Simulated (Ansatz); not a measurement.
**BrClGaH₂N: a ladder of functionals and wavefunction methods**

Aim: compute BrClGaH₂N with functionals from several rungs and with coupled cluster, and see how far each lands from CCSD(T) at the basis-set limit for the atomisation energy.

Computed with Ansatz 0.2.0, Gaussian basis. Level: functionals in def2-TZVPP, the program's frozen cores in correlated methods.

Levels to be run: LDA (SPW92), PBE-D4, revPBE-D4, BLYP-D4, r2SCAN-D4, B97M-V, PBE0-D4, B3LYP-D4, r2SCANh-D4, r2SCAN0-D4, HSE06-D4, BHLYP-D4, CAM-B3LYP-D4, LC-ωPBE, ωB97X-V, ωB97M-V, B2PLYP, PBE-QIDH; CCSD(T)/def2-SVP; CCSD(T)/def2-TZVPP; MP2/def2-QZVPP; extrapolation to the limit; RPA on PBE.

**1. Structure used throughout**

The geometry comes from an earlier relaxation with PBE0-D4 in a triple-zeta def2 set; it is a stationary point.

SMILES `[NH2][Ga]([Cl])[Br]`, 6 atoms, charge 0, spin multiplicity 1.

Atoms are counted from 1 here; the program's logs count them from 0.

Bond lengths: N1–Ga2 1.792 Å, N1–H5 1.005 Å, N1–H6 1.005 Å, Ga2–Cl3 2.127 Å, Ga2–Br4 2.268 Å. Angles: Ga2–N1–H5 123.0°, Ga2–N1–H6 122.9°, H5–N1–H6 113.7°, N1–Ga2–Cl3 119.9°, N1–Ga2–Br4 120.9°, Cl3–Ga2–Br4 119.3°.

As a file:

```xyz
6

N    -0.0913    1.0686   -0.0384
Ga    0.1033   -0.7123    0.0007
Cl    1.9862   -1.5609    0.5076
Br   -1.6282   -2.0833   -0.5132
H    -0.9689    1.5195   -0.2278
H     0.6410    1.7044    0.2248
```

**2. LDA**

This LDA is Slater exchange with PW92 correlation.

File in.yaml:

```yaml
crystal:
  periodic: [false, false, false]
  atoms:
    - {symbol: N, position_ang: [-0.091305, 1.068589, -0.038441]}
    - {symbol: Ga, position_ang: [0.103339, -0.712257, 0.000690]}
    - {symbol: Cl, position_ang: [1.986195, -1.560930, 0.507609]}
    - {symbol: Br, position_ang: [-1.628234, -2.083344, -0.513233]}
    - {symbol: H, position_ang: [-0.968930, 1.519549, -0.227770]}
    - {symbol: H, position_ang: [0.641035, 1.704394, 0.224845]}
basis:
  gaussian: {orbitals: def2-TZVPP}
hamiltonian: {xc: lda}
output: {orbitals: {seedname: orbitals}}
```

After this run come: PBE-D4 (GGA); revPBE-D4 (GGA); BLYP-D4 (GGA); r2SCAN-D4 (meta-GGA); B97M-V (meta-GGA); PBE0-D4 (hybrid); B3LYP-D4 (hybrid); r2SCANh-D4 (hybrid); r2SCAN0-D4 (hybrid); HSE06-D4 (hybrid); BHLYP-D4 (hybrid); CAM-B3LYP-D4 (range-separated); LC-ωPBE-D4 (range-separated); ωB97X-V (range-separated); ωB97M-V (range-separated); B2PLYP (double hybrid); PBE-QIDH (double hybrid); CCSD(T) in def2-SVP; CCSD(T) in def2-TZVPP; MP2 in def2-QZVPP; RPA on PBE orbitals.

**Question.** What will the summary of the whole plan be? Wanted: atomisation energy, CCSD(T)/CBS; farthest beyond LDA; mean size of error, GGA; mean size of error, meta-GGA; mean size of error, hybrid; mean size of error, range-separated; mean size of error, double hybrid; gap, smallest and largest; T1 diagnostic.

The runs gave:

```
                               quantity                                         value
        atomisation energy, CCSD(T)/CBS                                 1806.9 kJ/mol
 functionals within 18.1 kJ/mol (1.0 %)  PBE-D4, r2SCAN-D4, B97M-V, ωB97X-V, PBE-QIDH
                    farthest beyond LDA                       BHLYP-D4 (-89.7 kJ/mol)
                mean size of error, GGA                                   37.1 kJ/mol
           mean size of error, meta-GGA                                   12.7 kJ/mol
             mean size of error, hybrid                                   39.8 kJ/mol
    mean size of error, range-separated                                   21.0 kJ/mol
      mean size of error, double hybrid                                   31.7 kJ/mol
              gap, smallest and largest         4.44 eV (BLYP-D4), 12.03 eV (LC-ωPBE)
                          T1 diagnostic                                        0.0104
triples share of the correlation energy                                         3.8 %
```

In words: LDA overbinds by 260.7 kJ/mol (14 %). PBE-D4 is off by +10.4 kJ/mol. Double hybrids carry the basis error of their MP2 part in triple zeta, and no dispersion term here, so their miss is partly the set-up's. By mean error the best rung here is meta-GGA (12.7 kJ/mol) and the worst beyond LDA is hybrid (39.8 kJ/mol). The gap between the best rungs is small, so their order is not settled. The mean of the hybrids holds BHLYP, with half exact exchange. The reference freezes the cores and leaves out relativity and excitations past (T), and its outer-core shells are covered unevenly, so misses under about 18.1 kJ/mol can't be ranked. All levels share the lack of spin-orbit coupling, which lowers the free heavy atoms and so the true binding. Hartree-Fock recovers 68 % of the binding; the rest is correlation. CCSD(T) in def2-SVP is off by -152.3 kJ/mol, which most functionals beat. Orbital gaps span 4.4 to 12.0 eV; exact exchange widens them. Correlated methods include outer-core shells of Br, Ga, which these sets cover unevenly.
